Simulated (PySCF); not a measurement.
**SnBrMe3: geometry, NMR shifts and electronic excitations**

What NMR shifts and electronic excitations should SnBrMe3 (`[CH3][Sn]([CH3])([CH3])[Br]`) show?

Programs: PySCF 2.14.0, with density-fitted response routines of our own. Each step states its level of theory. These are calculated values for one molecule in the gas phase, unless marked as measured. Atoms are numbered from 0 throughout.

### Step 1. The starting structure

14 atoms, charge 0, multiplicity 1; geometry from: GFN2-xTB. The atoms were then displaced at random by about 0.03 Å, so the start is not that level's minimum.

Bonds of the start (Å): Sn0–Br1 2.49, Sn0–C2 2.10, Sn0–C6 2.28, Sn0–C10 2.19, C2–H3 1.18, C2–H4 1.09, C2–H5 1.10, C6–H7 1.06, C6–H8 1.03, C6–H9 1.08, C10–H11 1.04, C10–H12 1.00, C10–H13 1.09.

### Step 2. Optimising the geometry at PBE0-D3(BJ)/def2-SVP

What the job is given:

```
{"job": {"xc": "PBE0", "basis": "def2-SVP", "d3": "d3bj", "grid": 1, "maxiter": 40, "shake": 0.03, "kind": "geom"}, "charge": 0, "multiplicity": 1}
Sn     0.062770    -0.074230     0.357270
Br    -0.007670     0.002180     2.847820
C      2.075050    -0.000450    -0.235830
H      2.729050     0.865150     0.234150
H      2.228480     0.046390    -1.318730
H      2.593630    -0.890240     0.137030
C     -1.047920     1.840070    -0.204560
H     -2.038880     1.828310     0.176410
H     -1.124890     1.955240    -1.225740
H     -0.570600     2.699260     0.238780
C     -1.087810    -1.864020    -0.159610
H     -2.062760    -1.809390     0.203350
H     -0.642730    -2.674000     0.234170
H     -1.125130    -1.968070    -1.241280
```

Run with:

```sh
$ OMP_NUM_THREADS=1 python probes_run.py task.json out
```

The driver reads the jobs from task.json and runs them one after another.

Standard output:

```text
step   0  E = -2907.38385057  max force = 0.066181
step   1  E = -2907.40816506  max force = 0.010852
step   2  E = -2907.40953125  max force = 0.007353
step   3  E = -2907.41002132  max force = 0.002882
step   4  E = -2907.41008052  max force = 0.000606
step   5  E = -2907.41009602  max force = 0.000635
step   6  E = -2907.41010383  max force = 0.000526
step   7  E = -2907.41010367  max force = 0.000196
optimisation converged
```

It took 4.1 min on 1 thread of Intel Xeon at 2.50GHz, shared host; peak memory 0.62 GiB.

The steps of the relaxation:

| step | energy from step 0 (eV) | largest force component (eV/Å) |
| --- | --- | --- |
| 0 | 0.0000 | 3.4032 |
| 1 | -0.6616 | 0.5580 |
| 2 | -0.6988 | 0.3781 |
| 3 | -0.7121 | 0.1482 |
| 4 | -0.7138 | 0.0312 |
| 5 | -0.7142 | 0.0327 |
| 6 | -0.7144 | 0.0270 |
| 7 | -0.7144 | 0.0101 |

Distances of close pairs at the start and the end, largest changes first:

| bond | before (Å) | after (Å) | change (Å) |
| --- | --- | --- | --- |
| Sn0–C6 | 2.283 | 2.145 | -0.139 |
| C10–H12 | 1.005 | 1.099 | +0.094 |
| C2–H3 | 1.182 | 1.099 | -0.084 |
| C6–H8 | 1.031 | 1.100 | +0.070 |
| C10–H11 | 1.042 | 1.099 | +0.057 |
| Sn0–C2 | 2.099 | 2.145 | +0.046 |
| Sn0–C10 | 2.190 | 2.145 | -0.045 |
| C6–H7 | 1.062 | 1.099 | +0.037 |

The end geometry stands in the next job.

```
                         at the end point                value
rotational constants (GHz, main isotopes)  2.382, 0.995, 0.994
                        dipole moment (D)                 3.39
```

### Step 3. Shielding tensors: PBE0/def2-TZVP+pcSseg-1

What the job is given:

```
{"job": {"kind": "nmr", "xc": "PBE0", "basis": {"default": "pcSseg-1", "Sn": "def2-TZVP"}}, "charge": 0, "multiplicity": 1}
Sn    -0.000194     0.001384     0.381086
Br     0.029499     0.027838     2.906594
C      2.059752    -0.016534    -0.215708
H      2.578701     0.849179     0.217910
H      2.132993     0.029917    -1.312393
H      2.540872    -0.938023     0.139637
C     -1.027234     1.791281    -0.203062
H     -2.056807     1.771469     0.179817
H     -1.051290     1.869503    -1.300165
H     -0.508414     2.667340     0.209609
C     -1.043698    -1.790144    -0.169143
H     -2.074028    -1.754091     0.210547
H     -0.533484    -2.661826     0.262931
H     -1.066077    -1.891092    -1.264430
```

Level: GIAO PBE0/pcSseg-1 Sn:def2-TZVP NMR shielding, scalar relativity only through core potentials, gas phase.

Standard output:

```text
coarse grid: 53152 points
cycle   1  E = -2905.7202298045  dE = -3.634e+01  |g| = 3.013e+00  |ddm| = 3.104e+01
cycle   2  E = -2903.7607071485  dE =  1.960e+00  |g| = 4.916e+00  |ddm| = 9.815e+00
cycle   3  E = -2907.4885136509  dE = -3.728e+00  |g| = 3.413e-01  |ddm| = 6.337e+00
cycle   4  E = -2907.5149227020  dE = -2.641e-02  |g| = 1.709e-01  |ddm| = 7.996e-01
cycle   5  E = -2907.5220802591  dE = -7.158e-03  |g| = 2.646e-02  |ddm| = 2.234e-01
cycle   6  E = -2907.5221675843  dE = -8.733e-05  |g| = 7.843e-03  |ddm| = 3.414e-02
cycle   7  E = -2907.5221816038  dE = -1.402e-05  |g| = 2.256e-03  |ddm| = 1.096e-02
cycle   8  E = -2907.5221828173  dE = -1.214e-06  |g| = 4.714e-04  |ddm| = 2.344e-03
final grid: 109096 points
cycle   9  E = -2907.5221873327  dE =  2.573e-09  |g| = 5.680e-04  |ddm| = 1.320e-03
cycle  10  E = -2907.5221872903  dE =  4.245e-08  |g| = 7.028e-04  |ddm| = 1.122e-03
cycle  11  E = -2907.5221874131  dE = -1.228e-07  |g| = 3.050e-05  |ddm| = 6.294e-04
cycle  12  E = -2907.5221874132  dE = -7.776e-11  |g| = 3.710e-06  |ddm| = 2.405e-05
converged SCF energy = -2907.5221874132

GIAO shielding tensors (ppm)
atom      isotropic    diamagn.    paramagn.     s11        s22        s33       span
  0 Sn         nan         nan         nan        nan        nan        nan        nan
  1 Br    2773.602    3124.826    -351.224   2683.667   2691.878   2945.261    261.595
  2 C      184.008     252.993     -68.985    173.344    184.029    194.650     21.306
  3 H       30.687      29.529       1.157     25.056     28.176     38.828     13.772
  4 H       31.100      30.746       0.353     25.251     27.591     40.456     15.205
  5 H       30.681      29.625       1.056     25.115     28.059     38.869     13.754
  6 C      184.016     252.981     -68.965    173.438    183.969    194.640     21.202
  7 H       30.681      29.583       1.099     25.098     28.066     38.880     13.782
  8 H       31.091      30.738       0.354     25.242     27.586     40.446     15.203
  9 H       30.678      29.543       1.134     25.062     28.142     38.829     13.766
 10 C      183.993     252.975     -68.982    173.678    183.740    194.560     20.882
 11 H       30.682      29.579       1.102     25.100     28.053     38.893     13.793
 12 H       30.692      29.544       1.148     25.074     28.155     38.848     13.774
 13 H       31.079      30.734       0.345     25.240     27.585     40.413     15.173
```

Run time: 91 s. Hardware: 1 thread of Intel Xeon at 2.50GHz, shared host; peak memory 1.1 GiB.

Shifts follow as δ = σ(reference) − σ, with reference shieldings (ppm) from runs at the same level and on the same kind of geometry: 1H TMS 31.27, 13C TMS 184.4, 79Br HBr 2584. The references are single molecules in the gas phase. Atoms listed in one row are averaged.

```csv
atoms,environment,σ (ppm),δ (ppm)
"C2, C6, C10","carbon bonded to Sn, 3 H",184.0,0.4
"H3, H4, H5, H7, H8 and 4 more",hydrogen on a carbon bonded to Sn,30.82,0.45
Br1,bromine bonded to Sn,2774,-189
```

Atoms past Kr carry core potentials, so their printed shieldings have no meaning and are left out of the table.

The run also stored atomic charges by several schemes (e):

```csv
atoms,Mulliken,ESP fit
Sn0,0.53,0.79
Br1,-0.36,-0.32
"C2, C6, C10",-0.52,-0.67
```

Mayer bond orders: Sn0–Br1 0.97, Sn0–C2 1.03, Sn0–C6 1.03, Sn0–C10 1.03.

With diffuse functions Mulliken charges and Mayer bond orders lose their meaning; the other schemes are steadier.

Orbitals, density, ELF and potential are computed afterwards from the orbital file.

Frontier orbitals at PBE0/def2-TZVP+pcSseg-1, with the share of their density that lies nearest to each atom:

| orbital | energy (eV) | lies on |
| --- | --- | --- |
| HOMO | -7.59 | Br1 72 %; C2 11 % |
| LUMO | -0.08 | Sn0 34 %; Br1 28 % |

ELF in a plane through or near 7 of the atoms.

Ten even steps from '0' (0.00) to '9' (1.00):
```
0000000000000000000000000000
0000000000000000000000000000
0000000000001100000000000000
0000000000289720121000000000
0000000001899973699810000000
0000000000799977999950000000
0000000000146756899820000000
0000001000023687521000000000
0000288710122223310000000000
0000899985424674220011000000
0001899986823773254699920000
0000145655752224777999960000
0000013899632236756899950000
0000027999810015898644300000
0000016999700019999820000000
0000000132000018999710000000
0000000000000000131000000000
0000000000000000000000000000
0000000000000000000000000000
0000000000000000000000000000
```
The map spans 10.6 Å across and 10.6 Å up, centred on the molecule. Atoms in the plane (x, y in Å): Sn0 (0.0, 0.0), H3 (-0.4, 2.7), H5 (1.3, 2.4), H7 (-2.1, -1.7), H9 (-2.7, -0.1), H11 (1.4, -2.3), H12 (2.5, -1.0).

log10 of the density (e/Å³) in the same plane.

Ten even steps from ' ' (-4.0) to '@' (1.3):
```
                                                        
                        ..........                      
                    ::::--------::::::..                
                ....--============----::..              
                ..--==++******++++++++==--..            
              ..::--==**############**++--::..          
            ....::--==++**########**++++--::..          
        ::::--------==++****##****++====::..            
      ..--====++====++****####****++==--::::..          
    ..::==++**********##%%@@@@%%**++======----::        
    ..--==**############%%@@@@%%##********++==--..      
    ..::==++**########****################**++==::      
    ..::--==++**####****++++****##########**++--::      
      ..--==++**####**++====++****####**++++==--..      
        ::--==++++++==------==++**##**++==----::        
          ..::------::::..::--==++++++==--::::..        
                ....        ..::------::::..            
                              ..........                
                                                        
                                                        
```
The map spans 10.6 Å across and 10.6 Å up, centred on the molecule. Atoms in the plane (x, y in Å): Sn0 (0.0, 0.0), H3 (-0.4, 2.7), H5 (1.3, 2.4), H7 (-2.1, -1.7), H9 (-2.7, -0.1), H11 (1.4, -2.3), H12 (2.5, -1.0).

On the surface of density 0.002 e/bohr³ the electrostatic potential runs, from the 1st to the 99th percentile, from -0.92 V near Br1 to 1.37 V near H4.

### Step 4. TDDFT and polarisability: B3LYP/def2-SVPD

Same as in step 3 but for these lines:

```diff
@@ -1,2 +1,2 @@
-{"job": {"kind": "nmr", "xc": "PBE0", "basis": {"default": "pcSseg-1", "Sn": "def2-TZVP"}}, "charge": 0, "multiplicity": 1}
+{"job": {"kind": "uv", "xc": "B3LYP", "basis": "def2-SVPD", "ip": true, "nstates": 10}, "charge": 0, "multiplicity": 1}
 Sn    -0.000194     0.001384     0.381086
```

With the program's defaults for keys left out, this is: TDDFT B3LYP/def2-SVPD, vertical, gas phase, core orbitals frozen in the response.

Standard output:

```text
coarse grid: 53152 points
cycle   1  E = -2905.5543965528  dE = -2.219e+01  |g| = 3.182e+00  |ddm| = 1.467e+01
cycle   2  E = -2855.6028630674  dE =  4.995e+01  |g| = 1.025e+01  |ddm| = 1.800e+02
cycle   3  E = -2907.8277332024  dE = -5.222e+01  |g| = 7.710e-01  |ddm| = 1.803e+02
cycle   4  E = -2907.8483135046  dE = -2.058e-02  |g| = 6.642e-01  |ddm| = 2.978e+00
cycle   5  E = -2907.9542098576  dE = -1.059e-01  |g| = 9.313e-02  |ddm| = 1.085e+00
cycle   6  E = -2907.9557195557  dE = -1.510e-03  |g| = 4.514e-02  |ddm| = 1.752e-01
cycle   7  E = -2907.9562797238  dE = -5.602e-04  |g| = 1.097e-02  |ddm| = 7.110e-02
cycle   8  E = -2907.9563070860  dE = -2.736e-05  |g| = 1.987e-03  |ddm| = 1.569e-02
cycle   9  E = -2907.9563080848  dE = -9.988e-07  |g| = 7.216e-04  |ddm| = 2.971e-03
final grid: 109096 points
cycle  10  E = -2907.9563295926  dE =  6.991e-08  |g| = 1.040e-03  |ddm| = 7.633e-03
cycle  11  E = -2907.9563292030  dE =  3.896e-07  |g| = 1.570e-03  |ddm| = 3.062e-03
cycle  12  E = -2907.9563298990  dE = -6.960e-07  |g| = 6.653e-05  |ddm| = 1.816e-03
cycle  13  E = -2907.9563299001  dE = -1.167e-09  |g| = 1.146e-05  |ddm| = 1.055e-04
cycle  14  E = -2907.9563299002  dE = -2.865e-11  |g| = 3.062e-06  |ddm| = 1.867e-05
converged SCF energy = -2907.9563299002

Static polarisability (au): isotropic 102.841, principal 99.872 100.005 108.645

Singlet excitations
state   eV       nm        f      main configurations
  1   5.7611    215.2   0.04861   H->L 0.88, H->L+1 0.09
  2   5.7641    215.1   0.04849   H-1->L 0.88, H-1->L+1 0.09
  3   6.3668    194.7   0.03879   H->L+1 0.89, H->L 0.09
  4   6.3709    194.6   0.03939   H-1->L+1 0.89, H-1->L 0.09
  5   6.9342    178.8   0.03834   H-2->L 0.83, H-2->L+1 0.10
  6   6.9392    178.7   0.03931   H-3->L 0.83, H-3->L+1 0.10
  7   7.2177    171.8   0.06917   H-4->L 0.38, H->L+2 0.18, H->L+3 0.15
  8   7.2355    171.4   0.00049   H->L+2 0.33, H-1->L+2 0.26, H->L+3 0.22
  9   7.2491    171.0   0.04231   H->L+3 0.34, H-1->L+2 0.27, H-2->L+1 0.18
 10   7.2504    171.0   0.04056   H-1->L+3 0.39, H->L+2 0.24, H-3->L+1 0.15

Triplet excitations (Tamm-Dancoff, eV): 5.3332 5.3351 6.1707 6.1727
Vertical ionisation energy (delta-SCF) = 9.4438 eV
```

Run time: 6.3 min. Hardware: 1 thread of Intel Xeon at 2.50GHz, shared host; peak memory 1.1 GiB.

The orbitals next to the gap, with their largest atomic shares:

| orbital | eV | atoms |
| --- | --- | --- |
| HOMO−3 | -8.41 | C6 26 %, Br1 21 %, Sn0 18 % |
| HOMO−2 | -8.41 | C2 22 %, Br1 21 %, Sn0 18 % |
| HOMO−1 | -7.38 | Br1 72 %, C10 8 %, Sn0 8 % |
| HOMO | -7.38 | Br1 72 %, C2 10 %, Sn0 8 % |
| LUMO | -0.64 | Br1 29 %, Sn0 29 %, C10 9 % |
| LUMO+1 | -0.26 | Sn0 35 %, Br1 11 %, C10 8 % |
| LUMO+2 | 0.64 | Br1 16 %, C10 15 %, Sn0 12 % |

With each of the 10 states as a Gaussian band of 0.4 eV half-width at 1/e, the curve within the window shown has maxima at 212 nm (ε 4,300), 173 nm (ε 8,300) L/(mol cm). Beyond the last state computed it falls off for lack of states. The curve at chosen wavelengths:

(nm, ε (L/mol/cm)): (164, 3619), (167, 5798), (170, 7569), (173, 8321), (176, 7970), (179, 6918), (182, 5732), (185, 4824), (188, 4323), (191, 4123), (194, 4046), (197, 3988), (200, 3951), (204, 4018), (207, 4160), (210, 4301), (213, 4331), (216, 4168), (219, 3794), (222, 3254), (225, 2629), (228, 2007), (231, 1451), (234, 998), (237, 655), (240, 411)

Leading natural transition orbitals of singlet state 7: the hole lies on Br1 65 %; Sn0 13 %; the particle on Br1 31 %; Sn0 27 %.

Leading natural transition orbitals of singlet state 1: the hole lies on Br1 83 %; C2 6 %; the particle on Br1 35 %; Sn0 32 %.

Further results of this job:

| property | computed |
| --- | --- |
| dipole moment (D) | 3.44 |
| polarisability (Å³) | 15.24 |
| HOMO–LUMO gap (eV) | 6.74 |
| −ε(HOMO) (eV) | 7.38 |

### Step 5. Nuclear shieldings: wB97X-D/def2-TZVP+pcSseg-1

Same as in step 4 but for these lines:

```diff
@@ -1,2 +1,2 @@
-{"job": {"kind": "uv", "xc": "B3LYP", "basis": "def2-SVPD", "ip": true, "nstates": 10}, "charge": 0, "multiplicity": 1}
+{"job": {"kind": "nmr", "xc": "wB97X-D", "basis": {"default": "pcSseg-1", "Sn": "def2-TZVP"}, "pop": false}, "charge": 0, "multiplicity": 1}
 Sn    -0.000194     0.001384     0.381086
```

Method: GIAO wB97X-D/pcSseg-1 Sn:def2-TZVP NMR shielding, scalar relativity only through core potentials, gas phase.

Standard output:

```text
coarse grid: 53152 points
cycle   1  E = -2906.8033358617  dE = -3.689e+01  |g| = 2.616e+00  |ddm| = 3.112e+01
cycle   2  E = -2906.9618114665  dE = -1.585e-01  |g| = 2.756e+00  |ddm| = 6.511e+00
cycle   3  E = -2908.0646414508  dE = -1.103e+00  |g| = 1.089e-01  |ddm| = 2.573e+00
cycle   4  E = -2908.0680470314  dE = -3.406e-03  |g| = 4.381e-02  |ddm| = 3.102e-01
cycle   5  E = -2908.0685623283  dE = -5.153e-04  |g| = 9.651e-03  |ddm| = 5.030e-02
cycle   6  E = -2908.0685895941  dE = -2.727e-05  |g| = 3.448e-03  |ddm| = 1.620e-02
cycle   7  E = -2908.0685928799  dE = -3.286e-06  |g| = 8.287e-04  |ddm| = 5.232e-03
final grid: 109096 points
cycle   8  E = -2908.0656027314  dE = -1.042e-05  |g| = 1.357e-03  |ddm| = 1.629e-02
cycle   9  E = -2908.0656028834  dE = -1.521e-07  |g| = 9.134e-04  |ddm| = 2.196e-03
cycle  10  E = -2908.0656029981  dE = -1.146e-07  |g| = 7.164e-05  |ddm| = 1.019e-03
cycle  11  E = -2908.0656029995  dE = -1.435e-09  |g| = 4.098e-05  |ddm| = 1.237e-04
cycle  12  E = -2908.0656029998  dE = -3.083e-10  |g| = 7.182e-06  |ddm| = 5.466e-05
converged SCF energy = -2908.0656029998

GIAO shielding tensors (ppm)
atom      isotropic    diamagn.    paramagn.     s11        s22        s33       span
  0 Sn         nan         nan         nan        nan        nan        nan        nan
  1 Br    2797.826    3125.250    -327.424   2713.124   2720.674   2959.679    246.555
  2 C      185.181     252.515     -67.335    175.407    185.820    194.315     18.908
  3 H       30.835      29.577       1.259     25.195     28.318     38.993     13.797
  4 H       31.251      30.780       0.471     25.413     27.737     40.601     15.188
  5 H       30.829      29.669       1.159     25.254     28.199     39.033     13.778
  6 C      185.186     252.501     -67.315    175.487    185.779    194.291     18.804
  7 H       30.829      29.627       1.202     25.237     28.206     39.043     13.806
  8 H       31.242      30.772       0.471     25.405     27.731     40.590     15.185
  9 H       30.827      29.589       1.238     25.203     28.284     38.994     13.791
 10 C      185.161     252.498     -67.337    175.717    185.584    194.183     18.466
 11 H       30.829      29.624       1.205     25.238     28.193     39.056     13.817
 12 H       30.840      29.591       1.249     25.213     28.297     39.012     13.799
 13 H       31.231      30.769       0.462     25.404     27.731     40.558     15.154
```

Wall time 97 s (1 thread of Intel Xeon at 2.50GHz, shared host); peak memory 1.1 GiB.

In short: δ C2 -0.6, Br1 -222, H3 0.41 ppm (means over like atoms).

### Step 6. Side by side: NMR shifts

Shifts (ppm), means over like atoms, with basis size and wall time:

| run | C2 | H3 | Br1 | functions | time |
| --- | --- | --- | --- | --- | --- |
| PBE0/def2-TZVP+pcSseg-1 | 0.4 | 0.45 | -189 | 187 | 91 s |
| wB97X-D/def2-TZVP+pcSseg-1 | -0.6 | 0.41 | -222 | 187 | 97 s |

### Step 7. Outcome

| quantity | value |
| --- | --- |
| rotational constants (main isotopes) | 2.38, 0.99, 0.99 GHz |
| 13C shifts against TMS (PBE0/def2-TZVP+pcSseg-1, means over atoms taken as alike) | 0.4 ppm |
| 1H shifts against TMS (PBE0/def2-TZVP+pcSseg-1, means over atoms taken as alike) | 0.45 ppm |
| 79Br shifts against HBr (PBE0/def2-TZVP+pcSseg-1) | -189 ppm |
| surface potential, 1st and 99th percentile | -0.92 V and 1.37 V |
| lowest singlet (B3LYP/def2-SVPD) | 5.76 eV (215 nm), f = 0.049 |
| brightest single state of those computed | state 7, 7.22 eV, f = 0.069 |
| lowest triplet | 5.33 eV |
| vertical ionisation energy (ΔSCF) | 9.44 eV |
| range of the shift of Br1 | -222 to -189 ppm |

What this shows: The start was shaken at random, so part of the energy gained undoes that. The optimisation took 7 steps and gained 0.714 eV; among the close pairs (by a distance rule), Sn0–C6 changed most, from 2.283 to 2.145 Å. No frequency check was run at this level, so the end point may be a saddle. At PBE0/def2-TZVP+pcSseg-1: The largest span, 262 ppm, is at Br1, where the paramagnetic term is -351 ppm. The lowest singlet, at 5.76 eV, is HOMO→LUMO 0.88, HOMO→LUMO+1 0.09 and is weak; of the 10 states computed, the strongest absorption comes from states 7 to 10 together at 7.22 eV (the last computed, so partners may be missing). The lowest triplet lies 0.43 eV below the lowest singlet (triplets in Tamm-Dancoff, singlets in full TDDFT). Spin-orbit coupling, left out, mixes singlets and triplets in elements this heavy. ΔSCF puts the ionisation energy at 9.44 eV, 2.06 eV above −ε(HOMO). In ppm, Br1 moves most: its shift spreads over 33 ppm, from -222 (wB97X-D/def2-TZVP+pcSseg-1) to -189 (PBE0/def2-TZVP+pcSseg-1). Spin-orbit coupling is left out, which matters for shieldings and couplings at and beside the heavy atoms.
